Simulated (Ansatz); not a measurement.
**BGeC+ (quintet): from Hartree-Fock to the top rungs, cc-pVDZ**

The task here is to estimate one member of a computed series from the others.

Program: Ansatz 0.2.0, Gaussian basis. Level of theory: cc-pVDZ, core rule «outside noble gas», up to 16 orbitals frozen. These are calculated values, not measurements.

To be run: UHF; CCSD(T) on ROHF; CCSD(T) on UHF; BCCD(T) on ROHF; CISD as a restricted active space (open shells left free, so some higher excitations enter); CCSDT(Q) on ROHF; CCSDT(Q) on UHF; CASSCF and MRCISD+Q, 10 electrons in 11 orbitals; CASSCF and NEVPT2, 10 electrons in 11 orbitals.

26 further runs of the same task are left out: 15 that didn't finish, 11 set aside as unsound or not needed. Runs told in other sessions of the task aren't counted.

## The system

The geometry is a PBE0/def2-TZVP stationary point (not a proven minimum) of the parent state, kept for this charge and spin. No spin-orbit coupling is included. The filled d shell of Ge may be among the frozen orbitals whatever the setting's name suggests.

3 atoms, charge 1, spin multiplicity 5.

Atoms are counted from 1 here; the program's logs count them from 0.

Bond lengths: C1–B2 1.404 Å, B2–Ge3 2.019 Å. Angles: C1–B2–Ge3 180.0°.

Set-up of the first run:

Input file in.yaml:

```yaml
crystal:
  periodic: [false, false, false]
  atoms:
    - {symbol: C, position_ang: [0.000000, 0.000000, -1.609400]}
    - {symbol: B, position_ang: [0.000000, 0.000000, -0.204900]}
    - {symbol: Ge, position_ang: [0.000000, 0.000000, 1.814300]}
basis:
  gaussian: {orbitals: cc-pVDZ}
total_charge: 1
magnetization: {spin_polarized: true, initial_magnetization: 4}
hamiltonian: {xc: hf}
output: {orbitals: {seedname: orbitals}}
```

Launch:

```sh
ansatz run in.yaml --threads 1 --pin off --events-out ev --progress --plain --max-ram 2393MiB
```

Steps of the session up to this table: UHF; CCSD(T) on ROHF; CCSD(T) on UHF; BCCD(T) on ROHF; CISD as a restricted active space (open shells left free, so some higher excitations enter); CCSDT(Q) on ROHF; CCSDT(Q) on UHF; CASSCF and MRCISD+Q, 10 electrons in 11 orbitals; CASSCF and NEVPT2, 10 electrons in 11 orbitals.

One of the session's tables, all rows but one given; the rest of the session is left out.

```
           method  from RCCSDT(Q) (kJ/mol)
             ROHF                   +530.9
              UHF                   +521.2
             RMP2                   +136.3
             UMP2                   +137.2
             CISD                    +61.2
            RCCSD                    +27.1
            UCCSD                    +26.7
         RCCSD(T)                     +8.4
         UCCSD(T)                     +8.2
          BCCD(T)                     +7.9
           RCCSDT                     +1.6
           UCCSDT                     +1.3
        RCCSDT(Q)                        0
        UCCSDT(Q)                        ?
  CASSCF frontier                   +348.8
  MRCISD frontier                    +27.3
MRCISD+Q frontier                     +2.5
```

**Question.** Estimate the row for UCCSDT(Q).

As computed: from RCCSDT(Q) (kJ/mol): -0.4. In the column «from RCCSDT(Q) (kJ/mol)» it is the lowest.

Not comparable, so not listed: CASSCF and NEVPT2, 10 electrons in 11 orbitals (they don't share determinant, frozen orbitals or solution with the rows shown, or repeat one).

Caveats from the session: Restricted and unrestricted rows rest on different reference determinants; a gap between their highest levels can come from leftover correlation error, from unlike frozen cores or from another state. Warnings in the runs' records: passed over end.
